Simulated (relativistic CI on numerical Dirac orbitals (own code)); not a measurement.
# Ti⁴⁺: 2p photoemission with charge transfer

Wanted: the shape of the 2p photoemission spectrum of Ti⁴⁺ in a cubic metal-ligand cluster, for 3 values of Udd.

The numbers are computed with relativistic CI on numerical Dirac orbitals (own code) version 3 (charge-transfer multiplet model of a cubic metal-ligand cluster with up to 2 ligand holes, Slater and spin-orbit integrals from Dirac-Coulomb-Breit ions, Slater integrals scaled by 0.9), except any that are marked as measured or tabulated.

### 1 The system

```
ion                  : Ti⁴⁺ (Ti V)
nuclear charge       : 22
electrons            : 18
d electrons          : 0
ligand holes at most : 2
parameters           : in eV; Veg, Vt2g hoppings, tenDq and tenDqL metal and ligand splittings (negative tenDq: tetrahedral), red the scaling of hopping with a core hole
temperature          : 300 K
widths               : Lorentz 0.6 eV, Gauss 0.8 eV
```

### 2 Udd = 4.6 eV

Input settings:

```ini
cluster ion=Ti4+ d0 ligand_holes=2 slater_scale=0.9
Delta=1 Udd=4.6 Upd=5.5 tenDq=0.35 tenDqL=1.5 Veg=3.55 Vt2g=-1.75 red=0.8
spectrum xps 2p T=300 lorentz=0.6 gauss=0.8
```

Started as:

```console
> python run_levels.py task.json out
```

task.json lists these runs, among others, and the program works through them in turn.

### 3 Udd = 3.9 eV

Input settings:

```ini
cluster ion=Ti4+ d0 ligand_holes=2 slater_scale=0.9
Delta=1 Udd=3.9 Upd=5.5 tenDq=0.35 tenDqL=1.5 Veg=3.55 Vt2g=-1.75 red=0.8
spectrum xps 2p T=300 lorentz=0.6 gauss=0.8
```

### 4 Udd = 6.7 eV

Input settings:

```ini
cluster ion=Ti4+ d0 ligand_holes=2 slater_scale=0.9
Delta=1 Udd=6.7 Upd=5.5 tenDq=0.35 tenDqL=1.5 Veg=3.55 Vt2g=-1.75 red=0.8
spectrum xps 2p T=300 lorentz=0.6 gauss=0.8
```

(Steps that only read results are left out.)

Before running it: what results should come out? Wanted: d count; ground spin.

The runs gave:

| run | d count | weight without ligand hole | ground S | up to four highest peaks (% of the highest), eV from the first main peak |
| --- | --- | --- | --- | --- |
| Udd = 4.6 eV | 0.94 | 0.26 | 0.00 | 0.0 (100), 4.6 (15), 6.2 (32) |
| Udd = 3.9 eV | 0.96 | 0.25 | 0.00 | 0.0 (100), 4.5 (14), 6.2 (33) |
| Udd = 6.7 eV | 0.88 | 0.29 | 0.00 | 0.0 (100), 4.7 (17), 6.1 (31) |

```
                           quantity         value
                            d count  0.88 to 0.96
ground spin (effective S from ⟨S²⟩)          0.00
```

**Reading.** From Udd = 3.9 eV to Udd = 6.7 eV the ground-state d count goes from 0.96 to 0.88. In the first run the ligand-hole configurations outweigh d0 itself: the bond is strongly covalent. The space is cut at the given number of ligand holes while the last configuration still holds over a tenth of the ground state. The cluster parameters are drawn, not fitted to a compound.
